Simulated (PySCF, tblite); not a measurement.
# malonyl radical (C₃H₃O₄) radical: geometry, infrared bands and EPR parameters

Wanted: the infrared bands and EPR parameters of malonyl radical (C₃H₃O₄) radical (`O=C(O)[CH]C(=O)O`), by calculation.

Computed with tblite 0.8.0 and PySCF 2.14.0, with density-fitted response routines of our own, on a single molecule in the gas phase. Atoms count from 0, in the outputs and in this text.

### 1 The starting structure

10 atoms, charge 0, multiplicity 2; geometry from: force field or distance geometry start.

Bonds of the start (Å): O0–C1 1.26, C1–O2 1.40, C1–C3 1.49, C3–C4 1.48, C4–O5 1.25, C4–O6 1.39, O2–H7 1.02, C3–H8 1.12, O6–H9 1.01.

### 2 Optimising the geometry with GFN2-xTB

What the job is given:

```
{"job": {"kind": "relax", "xc": "GFN2-xTB", "basis": "xTB"}, "charge": 0, "multiplicity": 2}
O      0.573000     1.062400    -0.976100
C      1.003600     0.338600    -0.043700
O      2.187100     0.621500     0.648400
C      0.205500    -0.863600     0.308200
C     -1.195400    -0.690500    -0.140900
O     -1.994000    -1.637800    -0.303500
O     -1.603100     0.611800    -0.419900
H      2.678000     1.468300     0.355000
H      0.677500    -1.783700    -0.129700
H     -2.523400     0.877700    -0.731700
```

On the command line:

```
$ OMP_NUM_THREADS=1 python probes_run.py task.json out
```

The driver reads the jobs from task.json and runs them one after another.

**Question.** This job is followed by: GFN2-xTB harmonic vibrations, gas phase; PBE0-D3(BJ)/def2-SVP geometry optimisation, gas phase; UKS B3LYP, IGLO-III on C O, pcH-1 on H, non-relativistic, mean-field spin-orbit, GIAO. What will the session give for the following? strongest single infrared mode (GFN2-xTB); zero-point energy (GFN2-xTB); rotational constants (main isotopes); g(iso) (B3LYP); ⟨S²⟩; largest a(iso) (averaged by class); surface potential, 1st and 99th percentile.

**Answer**, as computed:

| quantity | value |
| --- | --- |
| strongest single infrared mode (GFN2-xTB) | 1097 cm⁻¹, 372 km/mol |
| zero-point energy (GFN2-xTB) | 37.9 kcal/mol |
| rotational constants (main isotopes) | 6.25, 1.73, 1.36 GHz |
| g(iso) (B3LYP) | 2.00449 |
| ⟨S²⟩ | 0.760 (exact 0.75) |
| largest a(iso) (averaged by class) | 13C on C3, 67.2 MHz |
| surface potential, 1st and 99th percentile | -1.53 V and 2.75 V |

In words: The optimisation took 77 steps and gained 1.345 eV; among the close pairs (by a distance rule), C4–O6 changed most, from 1.393 to 1.330 Å (GFN2-xTB). No mode is imaginary among the 24: a minimum at this level. The strongest single mode, at 1097 cm⁻¹, is carried by O2, C1, H7. GFN2-xTB is a fitted tight-binding method: band positions and strengths are rough. Its intensities can rank the bands wrongly. Over 12 steps the energy fell by 0.165 eV; of the close pairs, C1–C3 changed most, 1.422 to 1.465 Å (PBE0/def2-SVP). Most of the unpaired spin sits on C3 (0.87 e). The isotropic g lies 2.2 ppt above the free-electron value.
